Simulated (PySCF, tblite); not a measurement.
# C7H8F2O: infrared bands and NMR shifts

Wanted: the infrared bands and NMR shifts of C7H8F2O (`FC(F)OCC1=CC=CC1`), by calculation.

The runs use tblite 0.8.0 and PySCF 2.14.0, with density-fitted response routines of our own; the level of theory stands in each step. All values are computed, except where a source is named. Atoms are numbered from 0 throughout.

**1. The molecule as given**

18 atoms, charge 0, multiplicity 1; geometry from: GFN2-xTB.

Bonds of the start (Å): F0–C1 1.36, C1–F2 1.36, C1–O3 1.33, O3–C4 1.44, C4–C5 1.49, C5–C6 1.34, C6–C7 1.45, C7–C8 1.34, C8–C9 1.49, C9–C5 1.50, C1–H10 1.10, C4–H11 1.10, C4–H12 1.10, C6–H13 1.07, C7–H14 1.07, C8–H15 1.07, C9–H16 1.09, C9–H17 1.09.

**2. Vibrational analysis with GFN2-xTB**

The job: settings as JSON, then the geometry in Å.

```
{"job": {"kind": "ir", "xc": "GFN2-xTB", "basis": "xTB"}, "charge": 0, "multiplicity": 1}
F      3.567330     0.665070     0.587809
C      3.075349     0.064234    -0.532346
F      3.435503    -1.242699    -0.390456
O      1.767223     0.230449    -0.679889
C      0.957344    -0.267163     0.400417
C     -0.480042    -0.012837     0.102012
C     -1.029282     0.577428    -0.970399
C     -2.468998     0.598829    -0.818737
C     -2.803527     0.023344     0.342424
C     -1.566493    -0.426594     1.050251
H      3.605143     0.475190    -1.404395
H      1.252364     0.236899     1.331828
H      1.140524    -1.344616     0.519013
H     -0.499320     0.975905    -1.814668
H     -3.138401     1.019666    -1.547001
H     -3.789160    -0.115909     0.746323
H     -1.570379    -1.504590     1.221159
H     -1.463937     0.053714     2.025004
```

**Question.** This job is followed by: GIAO PBE0/pcSseg-1 NMR shielding, non-relativistic, gas phase. Predict these results of the whole session: strongest single infrared mode (GFN2-xTB); zero-point energy (GFN2-xTB); 13C shifts against TMS (PBE0/pcSseg-1); 1H shifts against TMS (PBE0/pcSseg-1, means over atoms taken as alike); 19F shifts against CFCl3 (PBE0/pcSseg-1, means over atoms taken as alike); 17O shifts against H2O (PBE0/pcSseg-1).

The runs gave:

| quantity | value |
| --- | --- |
| strongest single infrared mode (GFN2-xTB) | 944 cm⁻¹, 293 km/mol |
| zero-point energy (GFN2-xTB) | 84.2 kcal/mol |
| 13C shifts against TMS (PBE0/pcSseg-1) | 150.5, 140.2, 139.4, 134.4, 123.2, 65.5, 44.3 ppm |
| 1H shifts against TMS (PBE0/pcSseg-1, means over atoms taken as alike) | 6.84, 6.79, 6.67, 6.65, 5.26, 2.91 ppm |
| 19F shifts against CFCl3 (PBE0/pcSseg-1, means over atoms taken as alike) | -105.1 ppm |
| 17O shifts against H2O (PBE0/pcSseg-1) | 105.7 ppm |

No mode is imaginary among the 48: a minimum at this level. The strongest single mode, at 944 cm⁻¹, moves mainly C1. Unscaled tight-binding wavenumbers are off by several per cent, some by more. Its intensities can rank the bands wrongly.
